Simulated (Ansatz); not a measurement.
# CH₃BFNO: small, medium and large basis sets

An exercise on one series of results from a longer session: the logs are not shown, and one member is left open.

Program: Ansatz 0.2.0, Gaussian basis. Level of theory: one geometry, several basis sets. These are calculated values, not measurements.

Levels to be run: PBE0-D4/def2-SVP; ωB97M-V/def2-SVP; PBE0-D4/def2-QZVPP; ωB97M-V/def2-QZVPP; the functionals' def2-TZVPP values are taken from earlier runs.

## Structure used throughout

The geometry comes from an earlier relaxation with PBE0-D4 in a triple-zeta def2 set; it is a stationary point, not always the lowest conformer.

SMILES `FB1NCO1`, 8 atoms, charge 0, spin multiplicity 1.

Atoms are counted from 1 here; the program's logs count them from 0.

Bond lengths: F1–B2 1.314 Å, B2–N3 1.414 Å, B2–O5 1.387 Å, N3–C4 1.452 Å, N3–H6 1.002 Å, C4–O5 1.440 Å, C4–H7 1.093 Å, C4–H8 1.094 Å. Angles: F1–B2–N3 135.3°, F1–B2–O5 128.2°, N3–B2–O5 96.5°, B2–N3–C4 84.7°, B2–N3–H6 139.1°, C4–N3–H6 127.0°, N3–C4–O5 92.5°, N3–C4–H7 114.8°, N3–C4–H8 115.2°, O5–C4–H7 110.8°, O5–C4–H8 111.0°, H7–C4–H8 111.2°, B2–O5–C4 86.1°.

Geometry (Å):

| atom | x (Å) | y (Å) | z (Å) |
| --- | --- | --- | --- |
| F1 | 1.5700 | -0.0451 | 1.8277 |
| B2 | 0.7482 | -0.1129 | 0.8046 |
| N3 | -0.4833 | 0.4917 | 0.4633 |
| C4 | -0.3464 | -0.2454 | -0.7808 |
| O5 | 0.8613 | -0.8925 | -0.3370 |
| H6 | -0.9642 | 1.3594 | 0.6005 |
| H7 | -1.1347 | -0.9797 | -0.9670 |
| H8 | -0.1588 | 0.3673 | -1.6670 |

The first run:

Input file in.yaml:

```yaml
crystal:
  periodic: [false, false, false]
  atoms:
    - {symbol: F, position_ang: [1.570023, -0.045085, 1.827675]}
    - {symbol: B, position_ang: [0.748199, -0.112883, 0.804567]}
    - {symbol: N, position_ang: [-0.483324, 0.491654, 0.463282]}
    - {symbol: C, position_ang: [-0.346424, -0.245377, -0.780818]}
    - {symbol: O, position_ang: [0.861332, -0.892549, -0.336951]}
    - {symbol: H, position_ang: [-0.964209, 1.359425, 0.600501]}
    - {symbol: H, position_ang: [-1.134685, -0.979653, -0.966977]}
    - {symbol: H, position_ang: [-0.158811, 0.367267, -1.666979]}
basis:
  gaussian: {orbitals: def2-SVP}
hamiltonian: {xc: pbe0, dispersion: d4}
output: {orbitals: {seedname: orbitals}}
```

Started as:

```console
$ ansatz run in.yaml --threads 2 --pin off --events-out ev --progress --plain --max-ram 4352MiB
```

Steps of the session up to this table: PBE0-D4 in def2-SVP; ωB97M-V in def2-SVP; PBE0-D4 in def2-QZVPP; ωB97M-V in def2-QZVPP.

One of the session's tables, all rows but one given; the rest of the session is left out.

| functional | basis | HOMO (eV) | LUMO (eV) |
| --- | --- | --- | --- |
| PBE0-D4 | def2-SVP | -7.77 | 1.85 |
| PBE0-D4 | def2-TZVPP | -7.95 | 0.91 |
| PBE0-D4 | def2-QZVPP | ? | ? |
| ωB97M-V | def2-SVP | -10.14 | 3.44 |
| ωB97M-V | def2-TZVPP | -10.32 | 2.11 |
| ωB97M-V | def2-QZVPP | -10.36 | 1.54 |

Q: Estimate the row for PBE0-D4, def2-QZVPP from the others.

**Answer.** HOMO (eV): -7.99; LUMO (eV): 0.54. In the column «HOMO (eV)» it lies between ωB97M-V, def2-SVP (-10.14) and PBE0-D4, def2-TZVPP (-7.95).
